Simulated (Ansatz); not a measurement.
The system is Ba2Tl5V3O12.

```xyz
22
Lattice="6.4899 -6.6769 -0.0476 6.4899 6.6769 -0.0476 -1.9674 0.0000 5.7522" Properties=species:S:1:pos:R:3 pbc="T T T"
Ba    6.4899    0.2782   -0.0476
Ba    6.4899   -3.9079   -0.0476
V     9.8970    1.9304    1.4039
V     1.1155    1.9304    4.2530
V     5.5062   -0.9938    2.8285
Tl    7.5378    2.3899    3.6011
Tl    3.4747    2.3899    2.0558
Tl    5.5062    6.4755    2.8285
Tl    2.4016   -1.2210    1.2385
Tl    8.6109   -1.2210    4.4184
O     0.8627    1.7317    2.5341
O     6.4815    0.0639    3.8372
O     7.0413   -3.2392    4.8045
O     8.1926    1.8299    1.1215
O     6.5476   -1.8120    1.7511
O     0.1757    0.7388    5.0824
O     4.4649   -1.8120    3.9058
O    10.8367    0.7388    0.5745
O     3.9711   -3.2392    0.8524
O     2.8198    1.8299    4.5354
O    10.1497    1.7317    3.1228
O     4.5309    0.0639    1.8197
```

The cell was built by a generator and needn't be a form met in nature.

| Property | Result |
| --- | --- |
| Program | Ansatz 0.2.0 |
| Task | relaxation of cell and atoms |
| Functional | PBE |
| Dispersion | D3(BJ) |
| Potentials or basis | Ansatz PAW |
| Cutoff | 420 eV (not typed: the program's choice for these potentials) |
| k mesh | 2 × 2 × 4 |
| Occupations | fermi-dirac, width 0.05 eV |
| Spin | collinear spin, ferromagnetic start |
| Starting moments | [0.0, 0.0, 2.0, 2.0, 2.0, 0.0, 0.0, 0.0, 0.0, 0.0, 0.0, 0.0, 0.0, 0.0, 0.0, 0.0, 0.0, 0.0, 0.0, 0.0, 0.0, 0.0] μB |

At the start: volume 22.60 Å³/atom.

Problem. How do energy, volume and symmetry change on relaxing?

Solution. It ends after 11 steps and the volume is 21.01 Å³/atom (-7.0 %); space group C2 (No. 5, to 0.05 Å); moment 0.00 μB per cell.

The path:
| step | energy change (eV) | largest force (eV/Å) | volume (Å³) |
| --- | --- | --- | --- |
| 1 | 0.0000 | 0.1503 | 497.26 |
| 2 | -0.1101 | 0.0894 | 477.52 |
| 3 | -0.1468 | 0.3009 | 463.75 |
| 4 | -0.1498 | 0.0461 | 467.46 |
| 5 | -0.1531 | 0.0430 | 466.30 |
| 6 | -0.1524 | 0.0310 | 467.01 |
| 7 | -0.1537 | 0.0106 | 466.49 |
| 8 | -0.1128 | 0.0105 | 466.49 |
| 9 | -0.1238 | 0.0244 | 462.11 |
| 10 | -0.1238 | 0.0086 | 462.26 |
| 11 | -0.1157 | 0.0086 | 462.26 |

Final structure:
```
CELL_PARAMETERS angstrom
6.33010 -6.38998 -0.06952
6.33010 6.38998 -0.06952
-1.93846 0.00000 5.73531
ATOMIC_POSITIONS crystal
Ba 0.47954 0.52046 0.00000
Ba 0.79872 0.20128 0.00000
V 0.65827 0.94503 0.26899
V 0.05497 0.34173 0.73101
V 0.57501 0.42499 0.50000
Tl 0.48255 0.86451 0.64515
Tl 0.13549 0.51745 0.35485
Tl 0.03006 0.96994 0.50000
Tl 0.30136 0.12257 0.22576
Tl 0.87743 0.69864 0.77424
O 0.00924 0.25698 0.43154
O 0.59463 0.61152 0.67940
O 0.90513 0.42432 0.83153
O 0.51451 0.80377 0.21778
O 0.69497 0.41951 0.31762
O 0.10365 0.19942 0.87912
O 0.58049 0.30503 0.68238
O 0.80058 0.89635 0.12088
O 0.57568 0.09487 0.16847
O 0.19623 0.48549 0.78222
O 0.74302 0.99076 0.56846
O 0.38848 0.40537 0.32060
```

Caveat: the plane-wave basis is chosen anew once the cell has moved, so the energies of steps on either side of that aren't comparable; the pressure holds a Pulay correction of +0.3 GPa for the finite cutoff; the starting moments weren't kept.
